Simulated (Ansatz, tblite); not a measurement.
# ZnIF with GFN1-xTB from a Python script

These are simulated results from tblite 0.8.0, not measurements. The cell was built from a prototype and was relaxed with r2SCAN in plane waves (Ansatz 0.2.0). It may be hypothetical. It is a single sheet, repeated along a and b, with vacuum along c. All runs are without spin polarisation.

The sheet's in-plane cell has a = 3.617 Å, b = 3.617 Å (γ = 120.0°), and its outermost atoms lie 2.85 Å apart along the normal. Zn is surrounded by 3 F at 2.31 Å and 3 I at 2.80 Å; F is surrounded by 3 Zn at 2.31 Å and 1 I at 2.85 Å; I is surrounded by 3 Zn at 2.80 Å and 1 F at 2.85 Å.

tblite solves periodic systems at the zone centre alone, so the script builds a cluster of 3×3×1 conventional cells (27 atoms), which folds in a coarse mesh of k points.

The script, run.py:

```python
import json
from ase import Atoms
from ase.build import make_supercell
from ase.units import Bohr, GPa, Hartree
from tblite.interface import Calculator

atoms = Atoms(['Zn', 'F', 'I'],
              cell=[[3.6172059, 0.0, 0.0], [-1.80860295, 3.1325922, 0.0], [0.0, 0.0, 29.23908392]],
              scaled_positions=[[0.333333333, 0.666666667, 0.317705669], [0.666666667, 0.333333333, 0.351566676], [0.666666667, 0.333333333, 0.254149198]],
              pbc=True)
cluster = make_supercell(atoms, [[3, 0, 0], [0, 3, 0], [0, 0, 1]])
calc = Calculator('GFN1-xTB', cluster.numbers, cluster.positions / Bohr, lattice=cluster.cell[:] / Bohr, periodic=cluster.pbc)
calc.set('temperature', 0.02 / Hartree)
calc.set('max-iter', 150)
res = calc.singlepoint()
levels = res.get('orbital-energies') * Hartree
nv = round(res.get('orbital-occupations').sum() / 2)
cells = len(cluster) // len(atoms)
out = {'energy_per_cell': res.get('energy') * Hartree / cells, 'homo': levels[nv - 1], 'lumo': levels[nv],
       'stress': (-res.get('virial') * Hartree / cluster.get_volume() / GPa).tolist(), 'charges': res.get('charges')[:len(atoms)].tolist(), 'electrons': 2 * nv / cells}
json.dump(out, open('results.json', 'w'))
for key, value in out.items():
    print(key, value)
```

Command: `python run.py`. It took 0.7 s on 1 thread of Arm Neoverse V2 (shared host), peak memory 0.096 GiB.

What it printed:

```
------------------------------------------------------------
  cycle        total energy    energy error   density error
------------------------------------------------------------
      1     -88.70186747670  -8.8641461E+01   6.5297636E-01
      2     -89.26687362902  -5.6500615E-01   3.5560315E-01
      3     -87.96306054287   1.3038131E+00   3.5595832E-01
      4     -89.34020846913  -1.3771479E+00   1.1333607E-01
      5     -89.04043340217   2.9977507E-01   2.6188721E-01
      6     -89.43144326681  -3.9100986E-01   1.5763146E-02
      7     -89.43382345108  -2.3801843E-03   1.1044953E-02
      8     -89.43520726682  -1.3838157E-03   3.3899329E-03
      9     -89.43530174768  -9.4480857E-05   7.7437346E-04
     10     -89.43531071099  -8.9633115E-06   3.4132355E-04
     11     -89.43531252718  -1.8161937E-06   8.8754597E-05
     12     -89.43531265572  -1.2853968E-07   2.1212301E-05
     13     -89.43531266384  -8.1174818E-09   9.6575193E-07
------------------------------------------------------------

 total:                                   0.203 sec
energy_per_cell -270.406535233971
homo -9.601047986647158
lumo -8.926505201843806
stress [[2.652187849461403, -3.0052729630271264e-05, -1.657074389123348e-08], [-3.0052729630146597e-05, 2.6521531483530065, 9.532785161012798e-09], [-1.6570743887379367e-08, 9.532785156797742e-09, 0.1645456334552096]]
charges [0.5690445150202412, -0.455625446197125, -0.11341859298615739]
electrons 16.0
```

The cycle table is in hartree for the whole cluster, and the lines after it are in eV (the energy for one cell). The printed stress is in GPa and positive in compression, and the pressure is its mean diagonal, here averaged over the vacuum too.

GFN1-xTB gives a gap of 0.67 eV. On the same cell, plane-wave PBE (Ansatz, 12×12×1 k points and the special points) gives a gap of 0.26 eV and r2SCAN a gap of 0.60 eV; on shared hosts these took about 16 and 39 core-seconds on the 3-atom cell, against 0.7 for the script. Spin-orbit coupling, left out in all these runs, can cut or reorder the gap by tenths of an eV, up to about 1 eV with Pb or Bi. xTB was fitted to molecules, so gaps, charges and pressures of solids can be far off, and the gap also depends on the size of the cluster.

xTB was fitted mostly to molecules, and a small cluster samples few k points, so gaps, pressures and kinks along a curve can be far from a solid's.

Spin-orbit coupling is left out, which matters wherever the heavy atoms make up the band edges.
